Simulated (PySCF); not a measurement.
**Ge (triplet): basis, grid and Hamiltonian**

The method stays; parts of the set-up, such as the basis or the Hamiltonian, are changed.

Computed with PySCF 2.14.0. Level: each script names its method and basis.

## (1) The atom

Ge (triplet): 1 atom, charge 0, spin multiplicity 3.

## (2) The run that the others are compared with

The input, input.py:

```python
from pyscf import gto, scf, mp

mol = gto.M(
    atom='Ge 0 0 0',
    basis='def2-svp',
    charge=0,
    spin=2,
    verbose=4,
)
mf = scf.UHF(mol)
mf.kernel()
mp.MP2(mf, frozen=9).kernel()
mf.dip_moment()
print('orbital energies (hartree):', [e[max(0, n-3):n+3].round(4) for e, n in zip(mf.mo_energy, mol.nelec)])
```

Command:

```console
$ OMP_NUM_THREADS=1 python input.py
```

Its log is not repeated here.

In short: E(SCF) = -2075.058050 Eh, 8 cycles, E(MP2) − E(SCF) = -0.17141 Eh, ⟨S²⟩ = 2.009.

The triplet is typed in the script; nothing here shows that it is the ground state.

## (3) Density fitting cc-pvdz-jkfit

Edit 1 changes density fitting: none → cc-pvdz-jkfit.

The input, input.py:

```python
from pyscf import gto, scf, mp

mol = gto.M(
    atom='Ge 0 0 0',
    basis='def2-svp',
    charge=0,
    spin=2,
    verbose=4,
)
mf = scf.UHF(mol)
mf = mf.density_fit(auxbasis='cc-pvdz-jkfit')
mf.kernel()
mp.MP2(mf, frozen=9).kernel()
mf.dip_moment()
print('orbital energies (hartree):', [e[max(0, n-3):n+3].round(4) for e, n in zip(mf.mo_energy, mol.nelec)])
```

Command:

```console
$ OMP_NUM_THREADS=1 python input.py
```

## (4) Spin-free X2C on

Edit 2 changes spin-free X2C: off → on.

Changes to input.py since step 2:

```diff
@@ -10,2 +10,3 @@
 mf = scf.UHF(mol)
+mf = mf.sfx2c1e()
 mf.kernel()
```

## (5) Cc-pvtz

Edit 3 changes basis set: def2-svp → cc-pvtz.

Changes to input.py since step 2:

```diff
@@ -4,3 +4,3 @@
     atom='Ge 0 0 0',
-    basis='def2-svp',
+    basis='cc-pvtz',
     charge=0,
```

## (6) Crenbl (core potential on)

Edit 4 changes basis set: def2-svp → crenbl; core potential: off → on; frozen orbitals: 9 → none. The core potential changes with it: totals don't compare.

Changes to input.py since step 2:

```diff
@@ -4,3 +4,4 @@
     atom='Ge 0 0 0',
-    basis='def2-svp',
+    basis='crenbl',
+    ecp={'Ge': 'crenbl'},
     charge=0,
@@ -11,3 +12,3 @@
 mf.kernel()
-mp.MP2(mf, frozen=9).kernel()
+mp.MP2(mf).kernel()
 mf.dip_moment()
```

## (7) Density fitting auto

Edit 5 changes density fitting: none → auto.

Changes to input.py since step 2:

```diff
@@ -10,2 +10,3 @@
 mf = scf.UHF(mol)
+mf = mf.density_fit()
 mf.kernel()
```

Before running it: what results should come out? Wanted: for each run, E(SCF); from base; gap, α spin; after the SCF.

As calculated:

```csv
run,E(SCF) (hartree),from base (eV),cycles,"gap, α spin (eV)",functions,after the SCF
base,-2075.058050,0,8,7.86,32,"MP2 correlation -4.664 eV, core frozen"
density fitting cc-pvdz-jkfit,-2074.524382,+14.5218,8,7.89,32,"MP2 correlation -5.043 eV, core frozen"
spin-free X2C on,-2092.194747,-466.3133,8,7.89,32,"MP2 correlation -4.655 eV, core frozen"
cc-pvtz,-2075.361073,-8.2457,8,7.74,43,"MP2 correlation -3.254 eV, core frozen"
crenbl (core potential on),-93.694669,not comparable,8,7.50,32,MP2 correlation -8.030 eV
density fitting auto,-2075.058001,+0.0013,8,7.86,32,"MP2 correlation -4.664 eV, core frozen"
```

**Reading.** The largest comparable shift of the SCF energy, -466.313 eV, comes with the run “spin-free X2C on”. Scalar relativity lowers the total energy by 466.31 eV, nearly all of it in the inner shells; a basis contracted without relativity catches only part of it. cc-pvtz (43 functions) gives an energy 8.25 eV lower than def2-svp (32).
